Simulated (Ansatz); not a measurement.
**CH₄ClNSSi: basis-set convergence**

One table from this session's results is given with a row withheld; the runs are named, their logs left out.

Program: Ansatz 0.2.0, Gaussian basis. Level of theory: one geometry, several basis sets. These are calculated values, not measurements.

The runs, in order: PBE0-D4/def2-SVP; ωB97M-V/def2-SVP; PBE0-D4/def2-QZVPP; ωB97M-V/def2-QZVPP; the functionals' def2-TZVPP values are taken from earlier runs.

## Structure used throughout

An earlier PBE0-D4 in a triple-zeta def2 set relaxation fixed the geometry.

9 atoms, charge 0, spin multiplicity 1.

Atoms are counted from 1 here; the program's logs count them from 0.

Bond lengths: N1–C2 1.318 Å, N1–H6 1.007 Å, N1–H7 1.010 Å, C2–Si4 1.856 Å, C2–H8 1.085 Å, S3–Si4 2.013 Å, Si4–Cl5 2.074 Å, Si4–H9 1.479 Å. Angles: C2–N1–H6 121.9°, C2–N1–H7 119.1°, H6–N1–H7 116.8°, N1–C2–Si4 124.0°, N1–C2–H8 115.9°, Si4–C2–H8 119.8°, C2–Si4–S3 80.7°, C2–Si4–Cl5 106.5°, C2–Si4–H9 116.6°, S3–Si4–Cl5 120.5°, S3–Si4–H9 124.3°, Cl5–Si4–H9 105.2°.

The first run:

Input file in.yaml:

```yaml
crystal:
  periodic: [false, false, false]
  atoms:
    - {symbol: N, position_ang: [-1.382891, 0.069950, 0.457926]}
    - {symbol: C, position_ang: [-0.289410, -0.620878, 0.203137]}
    - {symbol: S, position_ang: [1.846016, 0.118804, 1.288433]}
    - {symbol: Si, position_ang: [1.214948, 0.085646, -0.622953]}
    - {symbol: Cl, position_ang: [0.604887, 1.832413, -1.561069]}
    - {symbol: H, position_ang: [-2.007795, -0.179762, 1.207361]}
    - {symbol: H, position_ang: [-1.473715, 1.002753, 0.081872]}
    - {symbol: H, position_ang: [-0.255446, -1.622509, 0.617603]}
    - {symbol: H, position_ang: [1.831904, -0.732718, -1.689409]}
basis:
  gaussian: {orbitals: def2-SVP}
hamiltonian: {xc: pbe0, dispersion: d4}
output: {orbitals: {seedname: orbitals}}
```

Steps of the session up to this table: PBE0-D4 in def2-SVP; ωB97M-V in def2-SVP; PBE0-D4 in def2-QZVPP; ωB97M-V in def2-QZVPP.

One of the session's tables, all rows but one given; the rest of the session is left out.

It belongs to the step «Functionals by basis». 

```
functional       basis  HOMO (eV)
   PBE0-D4    def2-SVP      -6.42
   PBE0-D4  def2-TZVPP      -6.57
   PBE0-D4  def2-QZVPP      -6.61
   ωB97M-V    def2-SVP      -8.29
   ωB97M-V  def2-TZVPP      -8.49
   ωB97M-V  def2-QZVPP          ?
```

Q: Estimate the row for ωB97M-V, def2-QZVPP from the others.

As computed: HOMO (eV): -8.55. In the column «HOMO (eV)» it is the lowest.
